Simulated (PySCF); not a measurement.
**AsB2FH4: electronic excitations and core binding energies**

Aim: predict the electronic excitations and core binding energies of AsB2FH4 (`B[AsH]BF`).

Programs: PySCF 2.14.0, with density-fitted response routines of our own. Each step states its level of theory. These are calculated values for one molecule in the gas phase, unless marked as measured. Atoms are numbered from 0 throughout.

## Step 1: The molecule as given

8 atoms, charge 0, multiplicity 1; geometry from: GFN2-xTB.

Bonds of the start (Å): B0–As1 1.95, As1–B2 1.97, B2–F3 1.32, B0–H4 1.17, B0–H5 1.17, As1–H6 1.51, B2–H7 1.18.

## Step 2: Ultraviolet spectrum: B3LYP/def2-SVPD

The job: settings as JSON, then the geometry in Å.

```
{"job": {"kind": "uv", "xc": "B3LYP", "basis": "def2-SVPD", "nstates": 8, "ntriplets": 3}, "charge": 0, "multiplicity": 1}
B      1.337242     0.551713    -0.040266
As     0.067652    -0.498715    -1.083258
B     -1.412084    -0.123285     0.163485
F     -1.851830     1.116669     0.283358
H      2.270919     0.071336     0.478062
H      1.207404     1.715660    -0.000931
H      0.392714    -1.889438    -0.604280
H     -2.002960    -0.934528     0.779265
```

Method: TDDFT B3LYP/def2-SVPD, vertical, gas phase, core orbitals frozen in the response.

The run is started by

```bash
> OMP_NUM_THREADS=1 python probes_run.py task.json out
```

The driver reads the jobs from task.json and runs them one after another.

Output:

```text
coarse grid: 32880 points
cycle   1  E = -2387.4757326716  dE = -5.223e-01  |g| = 4.539e-01  |ddm| = 3.511e+00
cycle   2  E = -2387.4229406993  dE =  5.279e-02  |g| = 7.320e-01  |ddm| = 1.040e+00
cycle   3  E = -2387.5096427004  dE = -8.670e-02  |g| = 7.022e-02  |ddm| = 6.000e-01
cycle   4  E = -2387.5104326220  dE = -7.899e-04  |g| = 1.409e-02  |ddm| = 8.893e-02
cycle   5  E = -2387.5104607224  dE = -2.810e-05  |g| = 6.160e-03  |ddm| = 2.742e-02
cycle   6  E = -2387.5104750829  dE = -1.436e-05  |g| = 1.165e-03  |ddm| = 1.078e-02
cycle   7  E = -2387.5104755823  dE = -4.994e-07  |g| = 2.031e-04  |ddm| = 1.969e-03
final grid: 68584 points
cycle   8  E = -2387.5104640345  dE = -1.440e-08  |g| = 1.978e-04  |ddm| = 2.145e-03
cycle   9  E = -2387.5104640275  dE =  6.970e-09  |g| = 2.456e-04  |ddm| = 6.617e-04
cycle  10  E = -2387.5104640493  dE = -2.179e-08  |g| = 3.683e-05  |ddm| = 3.793e-04
cycle  11  E = -2387.5104640496  dE = -2.474e-10  |g| = 3.109e-06  |ddm| = 5.386e-05
converged SCF energy = -2387.5104640496

Static polarisability (au): isotropic 62.357, principal 52.575 62.548 71.947

Singlet excitations
state   eV       nm        f      main configurations
  1   4.5616    271.8   0.04930   H->L 0.83, H-1->L 0.12
  2   4.8842    253.8   0.01437   H-1->L 0.68, H->L+1 0.16, H->L 0.13
  3   5.6196    220.6   0.00414   H-2->L 0.89
  4   5.8774    211.0   0.10185   H-1->L+1 0.43, H->L+1 0.34, H-1->L 0.10
  5   5.9870    207.1   0.12503   H-1->L+1 0.47, H->L+1 0.40
  6   6.7064    184.9   0.03814   H->L+2 0.94
  7   6.8361    181.4   0.01290   H-3->L 0.85
  8   7.1166    174.2   0.02101   H-2->L+1 0.88

Triplet excitations (Tamm-Dancoff, eV): 3.5596 4.3306 4.8442
```

Wall time 18 s (1 thread of Arm Neoverse N1, shared host); peak memory 0.52 GiB.

Frontier orbitals and where they lie:

```
orbital      eV                       atoms
 HOMO−3  -10.51  B0 32 %, H4 19 %, As1 18 %
 HOMO−2   -9.36  B0 31 %, As1 24 %, H5 19 %
 HOMO−1   -8.45  As1 32 %, B2 21 %, B0 18 %
   HOMO   -7.63  As1 56 %, B0 16 %, B2 13 %
   LUMO   -2.38  B0 41 %, As1 24 %, B2 14 %
 LUMO+1   -1.22   B2 42 %, B0 20 %, F3 12 %
 LUMO+2   -0.01  As1 30 %, B2 22 %, H6 21 %
```

With each of the 8 states as a Gaussian band of 0.4 eV half-width at 1/e, the curve within the window shown has maxima at 269 nm (ε 2,300), 209 nm (ε 9,100) L/(mol cm). Beyond the last state computed it falls off for lack of states. The curve at chosen wavelengths:

nm, ε (L/mol/cm) and a bar:
```
      167        614 #
      173       1541 ####
      179       2356 #######
      184       2564 ########
      190       2787 #########
      196       4471 ##############
      202       7434 ########################
      208       9133 ##############################
      213       8393 ############################
      219       5789 ###################
      225       3151 ##########
      231       1521 ####
      237        900 ##
      242        892 ##
      248       1210 ###
      254       1665 #####
      260       2076 ######
      266       2307 #######
      271       2312 #######
      277       2104 ######
      283       1736 #####
      289       1311 ####
      295        915 ##
      300        641 #
      306        395 #
      312        230
```

Further results of this job:

```
           property  computed
  dipole moment (D)      1.01
polarisability (Å³)      9.24
 HOMO–LUMO gap (eV)      5.25
      −ε(HOMO) (eV)      7.63
```

## Step 3: X-ray photoelectron lines: SCAN, X2C

Settings changed since step 2:

```diff
@@ -1,2 +1,2 @@
-{"job": {"kind": "uv", "xc": "B3LYP", "basis": "def2-SVPD", "nstates": 8, "ntriplets": 3}, "charge": 0, "multiplicity": 1}
+{"job": {"kind": "xps"}, "charge": 0, "multiplicity": 1}
 B      1.337242     0.551713    -0.040266
```

With the program's defaults for keys left out, this is: delta-SCF UKS SCAN, pcX-2 on the ionised atom, pcseg-1 elsewhere, spin-free X2C.

Output:

```text
ground state, core basis on atom 0 (B), 120 functions
  cycle   1  E = -2407.38090619  |g| = 3.97e-01
  cycle   2  E = -2407.31341628  |g| = 7.54e-01
  cycle   3  E = -2407.41107216  |g| = 6.62e-02
  cycle   4  E = -2407.41198132  |g| = 2.71e-02
  cycle   5  E = -2407.41219317  |g| = 8.79e-03
  cycle   6  E = -2407.41222459  |g| = 2.26e-03
  cycle   7  E = -2407.41222297  |g| = 7.28e-04
  cycle   8  E = -2407.41222524  |g| = 2.39e-04
  E(ground) = -2407.31049806 Eh
hole in B 1s of atom 0
  cycle   1  E = -2399.77778891  |g| = 1.15e+00
  cycle   2  E = -2398.05617066  |g| = 1.91e+00
  cycle   3  E = -2400.01283094  |g| = 5.05e-01
  cycle   4  E = -2400.08686284  |g| = 4.30e-01
  cycle   5  E = -2400.21242749  |g| = 6.09e-02
  cycle   6  E = -2400.20700310  |g| = 1.89e-01
  cycle   7  E = -2400.21612907  |g| = 4.13e-02
  cycle   8  E = -2400.21727283  |g| = 2.67e-02
  cycle   9  E = -2400.21805936  |g| = 1.97e-02
  cycle  10  E = -2400.21880083  |g| = 1.99e-02
  cycle  11  E = -2400.21918315  |g| = 1.20e-02
  cycle  12  E = -2400.21927199  |g| = 4.16e-03
  cycle  13  E = -2400.21928918  |g| = 1.35e-03
  cycle  14  E = -2400.21929049  |g| = 9.20e-04
  cycle  15  E = -2400.21929005  |g| = 4.04e-04
  E(ion) = -2400.11727717 Eh   <S^2> = 1.1497   hole on atom = 1.000   binding energy = 195.738 eV
ground state, core basis on atom 2 (B), 120 functions
  cycle   1  E = -2407.41628571  |g| = 5.47e-02
  cycle   2  E = -2407.41574012  |g| = 5.46e-02
  cycle   3  E = -2407.41649703  |g| = 2.16e-02
  cycle   4  E = -2407.41661843  |g| = 5.75e-03
  cycle   5  E = -2407.41662592  |g| = 1.10e-03
  cycle   6  E = -2407.41662509  |g| = 1.78e-04
  E(ground) = -2407.31567458 Eh
hole in B 1s of atom 2
  cycle   1  E = -2399.72913322  |g| = 1.16e+00
  cycle   2  E = -2397.96522366  |g| = 1.96e+00
  cycle   3  E = -2399.96581251  |g| = 4.64e-01
  cycle   4  E = -2399.93581628  |g| = 5.41e-01
  cycle   5  E = -2400.14198646  |g| = 1.42e-01
  cycle   6  E = -2400.14974709  |g| = 5.72e-02
  cycle   7  E = -2400.15105618  |g| = 2.48e-02
  cycle   8  E = -2400.15159172  |g| = 1.34e-02
  cycle   9  E = -2400.15178963  |g| = 9.89e-03
  cycle  10  E = -2400.15190825  |g| = 5.48e-03
  cycle  11  E = -2400.15194183  |g| = 2.48e-03
  cycle  12  E = -2400.15194823  |g| = 4.79e-04
  E(ion) = -2400.05179272 Eh   <S^2> = 0.9359   hole on atom = 1.000   binding energy = 197.660 eV
ground state, core basis on atom 3 (F), 120 functions
  cycle   1  E = -2407.46456423  |g| = 1.24e-01
  cycle   2  E = -2407.46354762  |g| = 1.01e-01
  cycle   3  E = -2407.46426216  |g| = 7.01e-02
  cycle   4  E = -2407.46492628  |g| = 1.75e-03
  cycle   5  E = -2407.46492764  |g| = 8.70e-04
  cycle   6  E = -2407.46492680  |g| = 1.24e-04
  E(ground) = -2407.36445908 Eh
hole in F 1s of atom 3
  cycle   1  E = -2381.08729356  |g| = 2.58e+00
  cycle   2  E = -2380.72808447  |g| = 2.20e+00
  cycle   3  E = -2381.77414807  |g| = 5.23e-01
  cycle   4  E = -2381.70908488  |g| = 5.84e-01
  cycle   5  E = -2381.97979170  |g| = 5.93e-02
  cycle   6  E = -2381.98237814  |g| = 2.37e-02
  cycle   7  E = -2381.98281342  |g| = 7.72e-03
  cycle   8  E = -2381.98286119  |g| = 2.51e-03
  cycle   9  E = -2381.98286546  |g| = 1.02e-03
  cycle  10  E = -2381.98286510  |g| = 2.54e-04
  E(ion) = -2381.89001556 Eh   <S^2> = 0.7567   hole on atom = 1.000   binding energy = 693.195 eV
```

Run time: 21 s. Hardware: 1 thread of Arm Neoverse N1, shared host; peak memory 0.36 GiB.

The holes in one table. −ε is the ground-state orbital energy:

```
     hole  stands for               environment          ΔSCF (eV)  −ε (eV)   ⟨S²⟩
B1s on B0          B0   boron bonded to As, 2 H  195.74 (doubtful)    180.8  1.150
B1s on B2          B2  boron bonded to As, F, H  197.66 (doubtful)    182.3  0.936
F1s on F3          F3      fluorine bonded to B             693.19    667.4  0.757
```

Doubtful: the ion did not converge, its hole moved, or its ⟨S²⟩ is well above 0.75.

## Step 4: Summary of results

| quantity | value |
| --- | --- |
| lowest singlet (B3LYP/def2-SVPD) | 4.56 eV (272 nm), f = 0.049 |
| brightest single state of those computed | state 5, 5.99 eV, f = 0.125 |
| lowest triplet | 3.56 eV |
| F1s binding energies, SCAN/pcX-2 | F3 693.19 eV |

The first singlet state (HOMO→LUMO 0.83, HOMO−1→LUMO 0.12) lies at 4.56 eV and is weak; of the 8 states computed, the strongest absorption comes from state 5 at 5.99 eV. The lowest triplet lies 1.00 eV below the lowest singlet (triplets in Tamm-Dancoff, singlets in full TDDFT).
